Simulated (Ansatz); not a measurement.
# AlV2C (P6_3/mmc) in Ansatz: notebook

The runs below take AlV2C through relaxation of cell and atoms, with revPBE, BLYP, r2SCAN.

Program: Ansatz 0.2.0. These are calculated values, not measurements. Logs are shortened: lines on timing, memory, paths and dates and some standing lists are left out, and cuts for length are marked.

## 1. The crystal as given

It takes space group P6_3/mmc (No. 194, hexagonal). The conventional cell has a = 2.888 Å, b = 2.888 Å, c = 13.105 Å, α = 90.00°, β = 90.00°, γ = 120.00°. V (site symmetry 3m) has 3 C at 2.02 Å as nearest neighbours. Around Al (site symmetry -6m2) lie 6 V at 2.72 Å and 6 Al at 2.89 Å. Around C (site symmetry -3m) lie 6 V at 2.02 Å.

The cell comes from a database or a generator and needn't be the stable form of this composition.

## 2. Relaxation of cell and atoms, revPBE, collinear spin, ferromagnetic start

Input file input.yaml:

```yaml
crystal:
  lattice:
    - [2.8875990726, 0.0, 0.0]
    - [-1.4437995363, 2.5007341528, 0.0]
    - [0.0, 0.0, 13.10482311]
  atoms:
    - { symbol: V, position: [0.3333333333, 0.6666666667, 0.91361578], spin: 2.0 }
    - { symbol: V, position: [0.6666666667, 0.3333333333, 0.08638422], spin: 2.0 }
    - { symbol: V, position: [0.6666666667, 0.3333333333, 0.41361578], spin: 2.0 }
    - { symbol: V, position: [0.3333333333, 0.6666666667, 0.58638422], spin: 2.0 }
    - { symbol: Al, position: [0.6666666667, 0.3333333333, 0.75] }
    - { symbol: Al, position: [0.3333333333, 0.6666666667, 0.25] }
    - { symbol: C, position: [0.0, 0.0, 0.5] }
    - { symbol: C, position: [0.0, 0.0, 0.0] }
hamiltonian:
  xc: revpbe
  pseudopotentials: { kind: paw }
magnetization:
  spin_polarized: true
kpoints:
  mp_grid: { grid: [11, 11, 2] }
scf:
  occupations: { method: fermi_dirac, width: 0.05 }
output:
  forces: true
  stress: true
  eigenvalues: true
  write_density: true
  write_potential: true
  elf: true
  volumetric_format: npy
relax:
  f_tol: 0.01
  max_steps: 40
  cell: { stress_tol: 0.05 }
```

Potentials or basis: Ansatz PAW.

Command:

```sh
ansatz run input.yaml --threads 4 --pin off --max-ram 11264MiB --backend cpu --events-out ev --progress --plain --runs-dir out
```

Standard output:

```text
Warning: RAYON_NUM_THREADS=4 ignored (pool sized by the plan → 4); use --threads N
Engine: ansatz 0.2.0, aarch64-unknown-linux-gnu
Pseudopotentials: kind: paw
Pseudopotential: V, paw, valence charge 13, recommended cutoff 420 eV (normal), V.paw.azcp
Pseudopotential: Al, paw, valence charge 3, recommended cutoff 420 eV (normal), Al.paw.azcp
Pseudopotential: C, paw, valence charge 4, recommended cutoff 420 eV (normal), C.paw.azcp
Functional definition: revPBE
  parameter kappa = 1.245
  parameter beta = 0.06672455060314922
  exchange = pbe_x(kappa = kappa, mu = beta*pi^2/3)
  correlation = pbe_c(beta = beta)
Crystal: 8 atoms, lattice volume = 94.631 Å³
Basis set: ecut = 420 eV, 1855 PW (Γ), exchange–correlation on 40×40×180 points (8 copies of the dense FFT grid, shifted against one another)
Bands: 45, of which v1, the nominal top of the filled ones, is band 33 counted from 1 (32 counted from 0)
Symmetry: 24 space group operations
Space group: P63/mmc (ITA 194), of the structure as read, at distance tolerance 4.6e-5 Å
Magnetic group: BNS 194.263 (UNI 1493), of the structure as read, at distance tolerance 4.6e-5 Å
k-points: 32 of 242
Non-local potential: V, projectors of the file, l = 0: 3, l = 1: 2, l = 2: 3, l = 3: 1
Non-local potential: Al, projectors of the file, l = 0: 2, l = 1: 2, l = 2: 1
Non-local potential: C, projectors of the file, l = 0: 2, l = 1: 2, l = 2: 1
PAW form: soft (Blöchl's): semilocal exchange-correlation on the pseudo side does not see the compensation charge
PAW frozen core: V, regenerated for the run's functional, and the local potential with it (the file was generated under x = pbe(κ = 0.804, μ = 0.2195149727645171), c = pbe(β = 0.06672455060314922))
PAW frozen core: Al, regenerated for the run's functional, and the local potential with it (the file was generated under x = pbe(κ = 0.804, μ = 0.2195149727645171), c = pbe(β = 0.06672455060314922))
PAW frozen core: C, regenerated for the run's functional, and the local potential with it (the file was generated under x = pbe(κ = 0.804, μ = 0.2195149727645171), c = pbe(β = 0.06672455060314922))
PAW one-centre angular grid: V, 590 points (default); XC on 64 Gauss nodes
PAW one-centre angular grid: Al, 110 points (default); XC on 64 Gauss nodes
PAW one-centre angular grid: C, 110 points (default); XC on 64 Gauss nodes
Initial density: superposition of atomic densities (chi_scale 0.1, normalization cell, long waves kept (reshape's long-wave potential 0.18 eV rms))
Starting moments: Σ|m| = 8 μB on 4 of 8 sites
Initial wavefunctions: pseudopotential atomic-orbital guess
Functional: x = revpbe(κ = 1.245, μ = 0.2195149727645171), c = pbe(β = 0.06672455060314922)
[... 128 lines left out ...]
  E_nonlocal   = -119.217994
  E_hartree    = 3068.401612
  E_xc         = -701.844696
  E_vxc        = -843.347041  (∫ρ·V_xc dr)
  E_paw        = -5599.064214  (= ΣΔE_a)
  E_vpaw       = -804.899045  (= ΣTr[D̂ρ^β])
  E_aug_tail   = 0.001037  (compensation charges beyond the density's cutoff)
  E_ewald      = -4848.202142
  E_core_change = -0.201390  (= ΣΔE_core)
  E_smearing   = -0.033711  (= −TS)
  E_closure    = 0.000000  (closes the sum)
  Σ components = -13249.396455   (vs F -13249.396455, Δ=0.00e0)
--- Forces (eV/Å), atoms counted from 1 ---
  atom   1  V     -0.00000000     0.00000000     0.00000140
  atom   2  V      0.00000000    -0.00000000    -0.00000140
  atom   3  V      0.00000000    -0.00000000     0.00000140
  atom   4  V      0.00000000     0.00000000    -0.00000140
  atom   5  Al    -0.00000000    -0.00000000    -0.00000000
  atom   6  Al    -0.00000000     0.00000000     0.00000000
  atom   7  C      0.00000000    -0.00000000     0.00000000
  atom   8  C      0.00000000    -0.00000000     0.00000000
  max |Σ_I F_I| component: 9.71e-17 eV/Å
--- Stress (GPa, compression-positive) ---
        0.001458      -0.000000       0.000000
        0.000000       0.001458      -0.000000
        0.000000      -0.000000       0.000238
  P = ⅓ Tr σ = 0.0011 GPa (0.011 kbar)
--- Band table (eV; the first three rows and the last of 64) ---
  k-point 0 ↑: bands = ["-50.9337", "-50.9336", "-50.8773", "-50.8772", "-24.9120", "-24.9101", "-24.5899", "-24.5879", "-24.5551", "-24.5551", "-24.5550", "-24.5550", "-24.5163", "-24.5163", "-24.5163", "-24.5163", "0.9798", "1.0602", "4.6489", "5.2287", "7.0666", "8.0956", "10.3382", "10.3382", "10.3408", "10.3408", "10.5903", "11.4675", "12.6971", "12.9891", "13.3015", "13.3015", "13.3166", "13.3166", "14.1257", "14.1257", "14.1604", "14.1604", "14.9095", "14.9095", "14.9567", "14.9567", "16.7296", "17.1391", "18.4503"]
  k-point 1 ↑: bands = ["-50.9337", "-50.9337", "-50.8772", "-50.8772", "-24.9110", "-24.9110", "-24.5889", "-24.5889", "-24.5550", "-24.5550", "-24.5550", "-24.5550", "-24.5163", "-24.5163", "-24.5163", "-24.5163", "1.0190", "1.0190", "4.9005", "4.9005", "7.5845", "7.5845", "10.3396", "10.3396", "10.3396", "10.3396", "11.0385", "11.0385", "12.8695", "12.8695", "13.3090", "13.3090", "13.3090", "13.3090", "14.1426", "14.1426", "14.1426", "14.1426", "14.9336", "14.9336", "14.9336", "14.9336", "16.8948", "16.8948", "18.9857"]
  k-point 2 ↑: bands = ["-50.9291", "-50.9291", "-50.8747", "-50.8746", "-24.9047", "-24.9030", "-24.6083", "-24.6070", "-24.5659", "-24.5652", "-24.5644", "-24.5643", "-24.5390", "-24.5389", "-24.5193", "-24.5193", "1.1112", "1.1838", "4.8379", "5.3680", "7.2677", "8.2504", "9.8421", "10.1147", "10.3590", "10.3616", "10.9387", "11.4500", "12.6977", "13.0353", "13.0944", "13.1390", "13.4126", "13.4315", "13.8671", "14.0763", "14.0765", "14.1150", "14.9563", "14.9694", "15.0196", "15.0571", "16.8206", "17.3831", "18.6507"]
  k-point 31 ↓: bands = ["-50.8580", "-50.8580", "-50.8522", "-50.8522", "-24.8620", "-24.8620", "-24.8330", "-24.8330", "-24.7941", "-24.7941", "-24.7079", "-24.7079", "-24.6237", "-24.6237", "-24.6094", "-24.6094", "2.9549", "2.9549", "8.2804", "8.2804", "8.8257", "8.8257", "9.7471", "9.7471", "10.5938", "10.5938", "11.0800", "11.0800", "11.7725", "11.7725", "12.0946", "12.0946", "12.9277", "12.9277", "14.5182", "14.5182", "14.9536", "14.9536", "15.5840", "15.5840", "15.6463", "15.6463", "15.9673", "15.9673", "17.2868"]
--- Relaxed structure (5 steps of the walk, 5 accepted, 2 SCFs on fresh bases) ---
  F+E_penalty+E_count = -13249.39645544 eV   max|allowed force component| = 1.395e-6 eV/Å   (the final SCF, on the basis selected at the relaxed cell)
  cell:  # Å, volume = 97.3209 Å³
    - [2.9173906587674687, 0.0, 0.0]
    - [-1.4586953293837344, 2.5265344232560465, 0.0]
    - [0.0, 0.0, 13.203409668103761]
  atoms:
    - { symbol: V, position: [0.3333333333333333, 0.6666666666666666, 0.9148797096954635] }
    - { symbol: V, position: [0.6666666666666666, 0.3333333333333333, 0.08512029030453633] }
    - { symbol: V, position: [0.6666666666666666, 0.3333333333333333, 0.41487970969546367] }
    - { symbol: V, position: [0.3333333333333333, 0.6666666666666666, 0.5851202903045363] }
    - { symbol: Al, position: [0.6666666666666666, 0.3333333333333333, 0.75] }
    - { symbol: Al, position: [0.3333333333333333, 0.6666666666666666, 0.25] }
    - { symbol: C, position: [-4.340523363130739e-33, -9.386152130910513e-35, 0.5] }
    - { symbol: C, position: [-4.4143290038182404e-33, -2.4147280268410807e-34, 8.273306426075858e-21] }
```

rho_z.tsv:

```text
# z_ang	rho[e/angstrom^3]	rho_spin[e/angstrom^3]
# format = ansatz-planar-average/11
# lattice	2.917390659	0.000000000	0.000000000
# lattice	-1.458695329	2.526534423	0.000000000
# lattice	0.000000000	0.000000000	13.203409668
# sites	8
# site	23	-0.000000000	1.684356282	12.079531604
# site	23	1.458695329	0.842178141	1.123878064
# site	23	1.458695329	0.842178141	5.477826770
# site	23	-0.000000000	1.684356282	7.725582898
# site	13	1.458695329	0.842178141	9.902557251
# site	13	0.000000000	1.684356282	3.300852417
# site	6	-0.000000000	-0.000000000	6.601704834
# site	6	-0.000000000	-0.000000000	0.000000000
0.000000	6.356848e-1	6.436168e-8
0.146705	6.318499e-1	5.611292e-8
0.293409	6.294584e-1	3.487440e-8
0.440114	6.747214e-1	3.903536e-9
0.586818	8.391220e-1	-3.695184e-8
0.733523	1.146874e0	-7.688805e-8
[... 82 lines left out ...]
12.910001	6.294584e-1	3.487440e-8
13.056705	6.318499e-1	5.611292e-8
```

Wall time 33 s (4 threads of Arm Neoverse V2, shared host); peak memory 0.59 GiB.

What came out:

| Item | Value |
| --- | --- |
| Free energy | -13249.3965 eV |
| Relaxed volume | 12.17 Å³/atom |
| Relaxed cell | a = 2.917 Å, b = 2.917 Å, c = 13.203 Å, α = 90.00°, β = 90.00°, γ = 120.00° |
| Space group after relaxing (to 0.05 Å) | P6_3/mmc (No. 194) |
| Energy gained by relaxing | 5.3 meV/atom |
| Ionic steps | 7 |
| Pressure after relaxing | 0.0 GPa |
| Band gap on the k mesh | none (metal or under the smearing width) |
| Net moment | 0.00 μB per cell |
| Absolute moment | 0.00 μB per cell |

The path:
| step | energy change (eV) | largest force (eV/Å) | volume (Å³) |
| --- | --- | --- | --- |
| 1 | 0.0000 | 0.1254 | 94.63 |
| 2 | -0.0364 | 0.1313 | 97.58 |
| 3 | -0.0386 | 0.0321 | 97.28 |
| 4 | -0.0387 | 0.0021 | 97.29 |
| 5 | -0.0423 | 0.0017 | 97.29 |
| 6 | -0.0423 | 0.0000 | 97.32 |
| 7 | -0.0424 | 0.0000 | 97.32 |

Final structure:
```cif
data_structure
_symmetry_space_group_name_H-M 'P 1'
_symmetry_Int_Tables_number 1
_cell_length_a 2.9174
_cell_length_b 2.9174
_cell_length_c 13.2034
_cell_angle_alpha 90.000
_cell_angle_beta 90.000
_cell_angle_gamma 120.000
_cell_volume 97.32
loop_
_atom_site_label
_atom_site_type_symbol
_atom_site_fract_x
_atom_site_fract_y
_atom_site_fract_z
_atom_site_occupancy
V1 V 0.33333 0.66667 0.91488 1
V2 V 0.66667 0.33333 0.08512 1
V3 V 0.66667 0.33333 0.41488 1
V4 V 0.33333 0.66667 0.58512 1
Al1 Al 0.66667 0.33333 0.75000 1
Al2 Al 0.33333 0.66667 0.25000 1
C1 C 0.00000 0.00000 0.50000 1
C2 C 0.00000 0.00000 0.00000 1
```

Caveat: the plane-wave basis is chosen anew once the cell has moved, so the energies of steps on either side of that aren't comparable; the PAW data sets come from PBE, with cores solved anew for the run's functional, which leaves a small shift of forces and pressure; the starting moments weren't kept.

## 3. Relaxation of cell and atoms, BLYP, collinear spin, ferromagnetic start

Changes to input.yaml since step 2:

```diff
@@ -15,3 +15,3 @@
 hamiltonian:
-  xc: revpbe
+  xc: blyp
   pseudopotentials: { kind: paw }
@@ -27,6 +27,2 @@
   eigenvalues: true
-  write_density: true
-  write_potential: true
-  elf: true
-  volumetric_format: npy
 relax:
```

Potentials or basis: Ansatz PAW.

Command:

```sh
ansatz run input.yaml --threads 4 --pin off --max-ram 11264MiB --backend cpu --events-out ev --progress --plain --runs-dir out
```

It took 32 s on 4 threads of Arm Neoverse V2, shared host; peak memory 0.59 GiB.

The run converged. Its results:

```yaml
Free_energy: -13264.1851 eV
Relaxed_volume: 12.40 Å³/atom
Relaxed_cell: a = 2.949 Å, b = 2.949 Å, c = 13.180 Å, α = 90.00°, β = 90.00°, γ = 120.00°
Space_group_after_relaxing_to_0.05_Å: P6_3/mmc (No. 194)
Energy_gained_by_relaxing: 15.4 meV/atom
Ionic_steps: 7
Pressure_after_relaxing: 0.0 GPa
Band_gap_on_the_k_mesh: none (metal or under the smearing width)
Net_moment: 0.00 μB per cell
Absolute_moment: 0.00 μB per cell
```

The path:
```tsv
step	energy change (eV)	largest force (eV/Å)	volume (Å³)
1	0.0000	0.1586	94.63
2	-0.1104	0.2439	99.13
3	-0.1155	0.0726	99.16
4	-0.1160	0.0004	99.17
5	-0.1232	0.0014	99.17
6	-0.1231	0.0000	99.24
7	-0.1232	0.0000	99.24
```

Final structure:
```
V Al C
1.0
     2.94859    0.00000    0.00000
    -1.47429    2.55355    0.00000
     0.00000    0.00000   13.18006
V Al C
4 2 2
Direct
  0.33333 0.66667 0.91459
  0.66667 0.33333 0.08541
  0.66667 0.33333 0.41459
  0.33333 0.66667 0.58541
  0.66667 0.33333 0.75000
  0.33333 0.66667 0.25000
  0.00000 0.00000 0.50000
  0.00000 0.00000 0.00000
```

Levels at points of the mesh, in eV from the Fermi level:
Spin up:
| k point | band 30 | band 31 | band 32 | band 33 | band 34 | band 35 | band 36 | band 37 |
| --- | --- | --- | --- | --- | --- | --- | --- | --- |
| (0.00, 0.00, 0.00) | -0.47 | -0.26 | -0.26 | -0.24 | -0.24 | 0.51 | 0.51 | 0.55 |
| (0.00, 0.00, -0.50) | -0.58 | -0.25 | -0.25 | -0.25 | -0.25 | 0.53 | 0.53 | 0.53 |
Spin down:
| k point | band 31 | band 32 | band 33 | band 34 | band 35 | band 36 |
| --- | --- | --- | --- | --- | --- | --- |
| (0.00, 0.00, 0.00) | -0.26 | -0.26 | -0.24 | -0.24 | 0.51 | 0.51 |
| (0.00, 0.00, -0.50) | -0.25 | -0.25 | -0.25 | -0.25 | 0.53 | 0.53 |

Caveat: the plane-wave basis is chosen anew once the cell has moved, so the energies of steps on either side of that aren't comparable; the PAW data sets come from PBE, with cores solved anew for the run's functional, which leaves a small shift of forces and pressure; the starting moments weren't kept.

## 4. Relaxation of cell and atoms, r2SCAN, collinear spin, ferromagnetic start

Changes to input.yaml since step 3:

```diff
@@ -15,3 +15,3 @@
 hamiltonian:
-  xc: blyp
+  xc: r2scan
   pseudopotentials: { kind: paw }
```

Command:

```sh
ansatz run input.yaml --threads 4 --pin off --max-ram 11264MiB --backend cpu --events-out ev --progress --plain --runs-dir out
```

Run time: 45 s. Hardware: 4 threads of Arm Neoverse V2, shared host; peak memory 0.84 GiB.

The run converged. Its results:

```
Free energy                            : -13257.1680 eV
Relaxed volume                         : 11.81 Å³/atom
Relaxed cell                           : a = 2.884 Å, b = 2.884 Å, c = 13.117 Å, α = 90.00°, β = 90.00°, γ = 120.00°
Space group after relaxing (to 0.05 Å) : P6_3/mmc (No. 194)
Energy gained by relaxing              : 0.5 meV/atom
Ionic steps                            : 4
Pressure after relaxing                : 0.0 GPa
Band gap on the k mesh                 : none (metal or under the smearing width)
Net moment                             : 0.00 μB per cell
Absolute moment                        : 0.00 μB per cell
```

The path:
```csv
step,energy change (eV),largest force (eV/Å),volume (Å³)
1,0.0000,0.2226,94.63
2,-0.0038,0.0398,94.70
3,-0.0043,0.0008,94.50
4,-0.0042,0.0007,94.50
```

Final structure:
```
CELL_PARAMETERS angstrom
2.88417 0.00000 0.00000
-1.44209 2.49777 0.00000
0.00000 0.00000 13.11735
ATOMIC_POSITIONS crystal
V 0.33333 0.66667 0.91426
V 0.66667 0.33333 0.08574
V 0.66667 0.33333 0.41426
V 0.33333 0.66667 0.58574
Al 0.66667 0.33333 0.75000
Al 0.33333 0.66667 0.25000
C 0.00000 0.00000 0.50000
C 0.00000 0.00000 0.00000
```

Levels at points of the mesh, in eV from the Fermi level:
Spin up:
```csv
k point,band 30,band 31,band 32,band 33,band 34,band 35,band 36,band 37
"(0.00, 0.00, 0.00)",-0.66,-0.23,-0.23,-0.21,-0.21,0.57,0.57,0.61
"(0.00, 0.00, -0.50)",-0.81,-0.22,-0.22,-0.22,-0.22,0.59,0.59,0.59
```
Spin down:
```tsv
k point	band 31	band 32	band 33	band 34	band 35	band 36
(0.00, 0.00, 0.00)	-0.23	-0.23	-0.21	-0.21	0.57	0.57
(0.00, 0.00, -0.50)	-0.22	-0.22	-0.22	-0.22	0.59	0.59
```

Caveat: the magnetic or orbital state may not be the lowest; the plane-wave basis is chosen anew once the cell has moved, so the energies of steps on either side of that aren't comparable; the PAW data sets come from PBE, with cores solved anew for the run's functional, which leaves a small shift of forces and pressure; the starting moments weren't kept.

## 5. Summary

| level | cutoff (eV) | gap on the mesh (eV) | pressure (GPa) | moment (μB) | relaxed volume (Å³/atom) |
| --- | --- | --- | --- | --- | --- |
| revPBE | 420 | none | 0.0 | 0.00 | 12.17 |
| BLYP | 420 | none | 0.0 | 0.00 | 12.40 |
| r2SCAN | 500 | none | 0.0 | 0.00 | 11.81 |

Alike in all rows: task relaxation of cell and atoms; potentials or basis Ansatz PAW; spin collinear, ferromagnetic start; cell relaxed; k mesh 11 × 11 × 2; smearing fermi-dirac 0.05 eV.

Caveats: the plane-wave basis is chosen anew once the cell has moved, so the energies of steps on either side of that aren't comparable; the PAW data sets come from PBE, with cores solved anew for the run's functional, which leaves a small shift of forces and pressure; the starting moments weren't kept; the magnetic or orbital state may not be the lowest (some runs).

Total energies depend on the potentials used, so only differences within one code and one set of settings carry meaning.
